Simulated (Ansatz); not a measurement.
**SiAsH₂+ (triplet): wave-function methods side by side, cc-pVTZ**

Aim: climb from Hartree-Fock through coupled cluster and multireference methods for SiAsH₂+ (triplet) at one geometry and basis, and see what each rung misses.

Computed with Ansatz 0.2.0, Gaussian basis. Level: cc-pVTZ, core rule «outside noble gas», up to 19 orbitals frozen.

The runs, in order: UHF; CCSD(T) on ROHF; CCSD(T) on UHF; BCCD(T) on ROHF; CCSDT(Q) on ROHF; CCSDT(Q) on UHF; CASSCF and MRCISD+Q, 10 electrons in 10 orbitals; CASSCF and NEVPT2, 10 electrons in 10 orbitals.

5 further runs of the same task are left out: 5 set aside as unsound or not needed. Runs told in other sessions of the task aren't counted.

### 1 The geometry

The geometry is a PBE0/def2-TZVP stationary point (not a proven minimum) of the parent state, kept for this charge and spin. No spin-orbit coupling is included. The filled d shell of As may be among the frozen orbitals whatever the setting's name suggests.

4 atoms, charge 1, spin multiplicity 3.

Atoms are counted from 1 here; the program's logs count them from 0.

Bond lengths: Si1–As2 2.163 Å, Si1–H3 1.486 Å, Si1–H4 1.486 Å. Angles: As2–Si1–H3 124.4°, As2–Si1–H4 124.4°, H3–Si1–H4 111.2°.

### 2 UHF

in.yaml

```yaml
crystal:
  periodic: [false, false, false]
  atoms:
    - {symbol: Si, position_ang: [0.000000, 0.000000, 1.527212]}
    - {symbol: As, position_ang: [0.000000, 0.000000, -0.636167]}
    - {symbol: H, position_ang: [0.000000, 1.225885, 2.366293]}
    - {symbol: H, position_ang: [0.000000, -1.225885, 2.366293]}
basis:
  gaussian: {orbitals: cc-pVTZ}
total_charge: 1
magnetization: {spin_polarized: true, initial_magnetization: 2}
hamiltonian: {xc: hf}
output: {orbitals: {seedname: orbitals}}
```

Started as:

```sh
ansatz run in.yaml --threads 1 --pin off --events-out ev --progress --plain --max-ram 4096MiB --backend cpu
```

Further steps of the session: CCSD(T) on ROHF; CCSD(T) on UHF; BCCD(T) on ROHF; CCSDT(Q) on ROHF; CCSDT(Q) on UHF; CASSCF and MRCISD+Q, 10 electrons in 10 orbitals; CASSCF and NEVPT2, 10 electrons in 10 orbitals.

**Question.** What will the summary of the whole plan be? Wanted: UCCSDT(Q) from the RHF energy; RMP2 from UCCSDT(Q); UMP2 from UCCSDT(Q); RCCSD from UCCSDT(Q); RCCSD(T) from UCCSDT(Q); UCCSD(T) from UCCSDT(Q); RCCSDT(Q) from UCCSDT(Q); NEVPT2 valence from UCCSDT(Q); MRCISD+Q valence from UCCSDT(Q).

**Answer**, as computed:

| quantity | value |
| --- | --- |
| UCCSDT(Q) from the ROHF energy | -6.2607 eV |
| RMP2 from UCCSDT(Q) | +1200.5 meV |
| UMP2 from UCCSDT(Q) | +1231.9 meV |
| RCCSD from UCCSDT(Q) | +279.7 meV |
| RCCSD(T) from UCCSDT(Q) | +54.9 meV |
| UCCSD(T) from UCCSDT(Q) | +48.6 meV |
| RCCSDT(Q) from UCCSDT(Q) | +7.9 meV |
| NEVPT2 valence from UCCSDT(Q) | +1177.8 meV |
| MRCISD+Q valence from UCCSDT(Q) | +66.5 meV |
| levels within 1 kcal/mol (43 meV) | RCCSDT, UCCSDT, RCCSDT(Q) |
| T1 diagnostic | 0.020 |
| effectively unpaired electrons | 2.02 |

**Reading.** RCCSD(T) lands +54.9 meV from the yardstick (0.9 % of the correlation energy). One determinant dominates. Of the multireference levels listed MRCISD+Q valence comes nearest in total energy (+66.5 meV), which doesn't show that its space is the better one. These misses are within one basis, not against nature; the frozen cores of restricted and unrestricted runs differ, which can shift their rows.
